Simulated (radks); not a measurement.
# Valence configurations of Co³⁺

The task here is to estimate one member of a computed series from the others.

The numbers are computed with radks (a radial shooting solver on a logarithmic mesh, Libxc functionals) version 1 (scalar-relativistic Kohn-Sham, BLYP, spin-polarised, spherical densities, finite nucleus; open shells are filled with parallel spins first), except any that are marked as measured or tabulated.

## Starting point

```
element            : cobalt (Z = 27)
charge             : +3
electrons          : 24
configuration      : [Ar] 3d6
nuclear rms radius : 3.7875 fm
others tried       : 3d5 4s1; 3d5.5 4s0.5; 3d4 4s2; 3d5.5 4p0.5; 3d5 4p1; 3d4 4p2
```

The outer shells:

Co³⁺
```
[Ar] core
3d [↑↓][↑ ][↑ ][↑ ][↑ ]
```

Set-up of the first run:

Settings of this run:

```text
Z 27
configuration [Ar] 3d6
relativity scalar-relativistic
functional b88,lyp
spin polarised
nucleus finite rms 3.7875 fm
c 137.035999084
```

Among the steps run: [Ar] 3d6.

One of the session's tables, all rows but one given; the rest of the session is left out.

It belongs to the step «[Ar] 3d6». Sizes of the orbitals, from the radial functions (bohr):

```
  level     <r>  outermost maximum (interpolated)  90 % within  nodes
  2p up  0.2252                             0.172        0.369      0
2p down  0.2247                             0.172        0.368      0
  3s up       ?                                 ?            ?      ?
3s down  0.7706                             0.668         1.15      2
  3p up  0.8032                             0.675         1.23      1
3p down  0.8093                             0.676         1.25      1
  3d up  0.9306                             0.651         1.57      0
3d down  0.9646                             0.659         1.64      0
```

Estimate the missing values for 3s up.

**Answer.** <r>: 0.7671; outermost maximum (interpolated): 0.666; 90 % within: 1.15; nodes: 2. In the column «<r>» it lies between 2p up (0.2252) and 3s down (0.7706).
